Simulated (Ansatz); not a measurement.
# F2H3NSi: the cost of one run

The runs use Ansatz 0.2.0, Gaussian basis; PBE0-D4/def2-TZVP structures, single points in def2-TZVPP, no counterpoise correction.

Levels: SPW92, PBE-D4, BLYP-D4, r2SCAN-D4, B97M-V, PBE0-D4, B3LYP-D4, r2SCAN0-D4, BHLYP-D4, CAM-B3LYP-D4, wB97X-V, wB97M-V, B2PLYP, PBE-QIDH, RPA on PBE, Hartree-Fock, MP2, CCSD, CCSD(T).

Correlated methods freeze the cores. B3LYP uses VWN-RPA correlation. B2PLYP carries no dispersion term here.

94 further runs of the same task are left out: 94 set aside as unsound or not needed.

### 1 The starting structure

The complex: 9 atoms, charge 0, spin multiplicity 1.

Atoms are counted from 1 here; the program's logs count them from 0.

Bond lengths: Si1–F3 1.586 Å, Si1–F4 1.590 Å, Si1–H5 1.470 Å, Si1–N7 1.686 Å, H2–H6 0.748 Å, N7–H8 1.007 Å, N7–H9 1.006 Å. Angles: F3–Si1–F4 104.8°, F3–Si1–H5 111.4°, F3–Si1–N7 107.8°, F4–Si1–H5 107.0°, F4–Si1–N7 114.7°, H5–Si1–N7 111.0°, Si1–N7–H8 122.1°, Si1–N7–H9 121.2°, H8–N7–H9 112.1°.

Coordinates:

```xyz
9
charge 0, multiplicity 1
Si    0.7402    0.6465    0.7412
H    -2.9543   -0.9677   -0.8765
F     0.1736    2.0490    0.2653
F     2.2424    0.9397    1.1728
H     0.0356    0.1610    1.9361
H    -2.2329   -0.7805   -0.8162
N     0.5731   -0.4372   -0.5394
H     0.7842   -0.1798   -1.4899
H     0.6382   -1.4308   -0.3936
```

Its parts: F2H3NSi holds atoms 1, 3, 4, 5, 7, 8, 9; H2 holds atoms 2, 6. Each part counts its atoms afresh in its own runs.

### 2 Relaxing F2H3NSi alone

The input, relax-a/in.yaml:

```yaml
crystal:
  periodic: [false, false, false]
  atoms:
    - {symbol: Si, position_ang: [0.740202, 0.646485, 0.741214]}
    - {symbol: F, position_ang: [0.173633, 2.048966, 0.265349]}
    - {symbol: F, position_ang: [2.242368, 0.939668, 1.172838]}
    - {symbol: H, position_ang: [0.035588, 0.160975, 1.936119]}
    - {symbol: N, position_ang: [0.573101, -0.437156, -0.539409]}
    - {symbol: H, position_ang: [0.784150, -0.179794, -1.489867]}
    - {symbol: H, position_ang: [0.638204, -1.430820, -0.393581]}
basis:
  gaussian: {orbitals: def2-TZVP}
hamiltonian: {xc: pbe0, dispersion: d4}
relax: {f_tol: 0.005, max_steps: 200}
```

Command:

```sh
> ansatz run in.yaml --threads 4 --pin off --events-out ev --progress --plain --max-ram 9574MiB
```

**Question.** How long does this run take on 4 threads of AMD EPYC 9R45, shared host?

About 5.5 s.
